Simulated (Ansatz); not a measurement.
# FH3OSi: the cost of one run

Method: PBE0-D4/def2-TZVP structures, single points in def2-TZVPP, no counterpoise correction; program: Ansatz 0.2.0, Gaussian basis.

Levels: SPW92, PBE-D4, BLYP-D4, r2SCAN-D4, B97M-V, PBE0-D4, B3LYP-D4, r2SCAN0-D4, BHLYP-D4, CAM-B3LYP-D4, wB97X-V, wB97M-V, B2PLYP, PBE-QIDH, RPA on PBE, Hartree-Fock, MP2, CCSD, CCSD(T).

Correlated methods freeze the cores. B3LYP uses VWN-RPA correlation. B2PLYP carries no dispersion term here.

113 further runs of the same task are left out: 113 set aside as unsound or not needed.

### Step 1. Where the work starts

The complex: 12 atoms, charge 0, spin multiplicity 1.

Atoms are counted from 1 here; the program's logs count them from 0.

Bond lengths: Si1–H3 1.478 Å, Si1–H4 1.470 Å, Si1–O5 1.643 Å, Si1–F7 1.606 Å, H2–H8 0.747 Å, O5–H10 0.958 Å, H6–N9 1.013 Å, N9–H11 1.013 Å, N9–H12 1.013 Å. Angles: H3–Si1–H4 117.4°, H3–Si1–O5 109.0°, H3–Si1–F7 108.1°, H4–Si1–O5 103.4°, H4–Si1–F7 111.1°, O5–Si1–F7 107.2°, Si1–O5–H10 118.0°, H6–N9–H11 107.6°, H6–N9–H12 107.6°, H11–N9–H12 107.5°.

As a file:

```xyz
12
charge 0, multiplicity 1
Si    0.9115    0.5220   -0.6835
H    -2.8293    1.1352    0.5607
H    -0.2566   -0.0169   -1.4117
H     0.6525    1.2603    0.5615
O     1.6688    1.6292   -1.6327
H     0.4106   -1.8967    1.1486
F     1.9459   -0.6818   -0.4383
H    -2.1822    0.7655    0.5074
N    -0.3953   -1.2844    1.1034
H     1.8597    1.3890   -2.5402
H    -0.6059   -0.9859    2.0479
H    -1.1796   -1.8354    0.7769
```

Its parts: FH3OSi holds atoms 1, 3, 4, 5, 7, 10; H2 holds atoms 2, 8; NH3 holds atoms 6, 9, 11, 12. Each part counts its atoms afresh in its own runs.

### Step 2. Relaxing FH3OSi alone

relax-a/in.yaml reads:

```yaml
crystal:
  periodic: [false, false, false]
  atoms:
    - {symbol: Si, position_ang: [0.911475, 0.522007, -0.683490]}
    - {symbol: H, position_ang: [-0.256597, -0.016922, -1.411652]}
    - {symbol: H, position_ang: [0.652474, 1.260280, 0.561496]}
    - {symbol: O, position_ang: [1.668763, 1.629178, -1.632741]}
    - {symbol: F, position_ang: [1.945869, -0.681751, -0.438321]}
    - {symbol: H, position_ang: [1.859671, 1.388996, -2.540152]}
basis:
  gaussian: {orbitals: def2-TZVP}
hamiltonian: {xc: pbe0, dispersion: d4}
relax: {f_tol: 0.005, max_steps: 200}
```

On the command line:

```bash
$ ansatz run in.yaml --threads 4 --pin off --events-out ev --progress --plain --max-ram 9574MiB
```

**Question.** How long does this run take on 4 threads of Arm Neoverse V2, shared host?

About 5.5 s.
